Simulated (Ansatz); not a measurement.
Write a Python script for Ansatz 0.2.0, Python API that makes cell relaxations under several functionals of GaN, space group P6_3mc. Use (first run): RPBE, PAW, cutoff 435 eV, 12×12×4 k-points, cold smearing of 0.01 eV.

```yaml
crystal:
  lattice:
    - [3.18000, 0.00000, 0.00000]
    - [-1.59000, 2.75396, 0.00000]
    - [0.00000, 0.00000, 5.16600]
  atoms:
    - { symbol: Ga, position: [0.33333, 0.66667, 0.00000] }
    - { symbol: Ga, position: [0.66667, 0.33333, 0.50000] }
    - { symbol: N, position: [0.33333, 0.66667, 0.37500] }
    - { symbol: N, position: [0.66667, 0.33333, 0.87500] }
```

`run_lattice.py`:
```python
# -*- coding: utf-8 -*-
import ansatz as az
import numpy as np

def edges_and_angles(cell):
    cell = np.asarray(cell)
    a, b, c = np.linalg.norm(cell, axis=1)
    cosines = cell[1] @ cell[2] / (b * c), cell[0] @ cell[2] / (a * c), cell[0] @ cell[1] / (a * b)
    return (a, b, c, *np.degrees(np.arccos(cosines)))


def main():
    structure = (
        az.Lattice.from_parameters(3.18, 3.18, 5.166, alpha=90, beta=90, gamma=120)
        .space_group(186)
        .atom("Ga", (1 / 3, 2 / 3, 0.0))
        .atom("N", (1 / 3, 2 / 3, 0.375))
    )

    base = structure.calculation()
    base = base.occupations("cold", width=0.01).kpoints(12, 12, 4)
    base = base.basis(16 * az.Ha)
    base = base.relax(cell=True, force_tolerance=0.005)

    levels = [("rpbe", "none"), ("revpbe", "d3bj"), ("r2scan", "none"), ("pbe", "d3bj")]
    print("level            a       b       c    alpha   beta  gamma  V/atom  steps")
    for name, dispersion in levels:
        seen = []
        run = base.functional(name, dispersion=dispersion).session().plan()
        res = run.execute(on_event=lambda e: seen.append(e) if e["event"] == "relax_step" else None)
        cell = res.lattice.cell_ang
        label = name if dispersion == "none" else f"{name}+{dispersion}"
        print("{:13s} {:7.4f} {:7.4f} {:7.4f} {:6.2f} {:6.2f} {:6.2f}".format(label, *edges_and_angles(cell)), f"{abs(np.linalg.det(cell)) / len(res.lattice.sites):7.3f} {len(seen):5d}")


if __name__ == "__main__":
    main()
```

Running `python run_lattice.py` prints:
```text
level            a       b       c    alpha   beta  gamma  V/atom  steps
rpbe           3.2440  3.2440  5.2827  90.00  90.00 120.00  12.036     8
revpbe+d3bj    3.1925  3.1925  5.2032  90.00  90.00 120.00  11.482     7
DeckWarning: basis.ecutwfc = 435.382179935808 eV is below the records' recommended 500 eV, and the density's cutoff is lower with it unless basis.ecutrho_ratio is high enough to keep the records' density cutoff: compare with a run at a higher cutoff
r2scan         3.1831  3.1831  5.1834  90.00  90.00 120.00  11.371     5
pbe+d3bj       3.1965  3.1965  5.2084  90.00  90.00 120.00  11.522     7
```
(Warnings from the package without file and line.)

From smallest to largest: r2SCAN (11.37 Å³ an atom, +0.5 % against the start), revPBE+D3BJ (11.48 Å³ an atom, +1.5 % against the start), PBE+D3BJ (11.52 Å³ an atom, +1.9 % against the start) and RPBE (12.04 Å³ an atom, +6.4 % against the start). The spread is 5.9 % in volume.

What to keep in mind:
- The cutoff lies under the one recommended for these potentials in some of the runs.
- Of the deposited cell: the entry's cell lengths or inner coordinates differ somewhat from later room-temperature determinations.
- The structure is a deposited one; some such entries were measured under pressure or heat, so a shift against it needn't be the functional's error alone.
- The whole script took 2.5 min on 1 thread of Arm Neoverse V1 (shared host), peak memory 0.55 GiB.
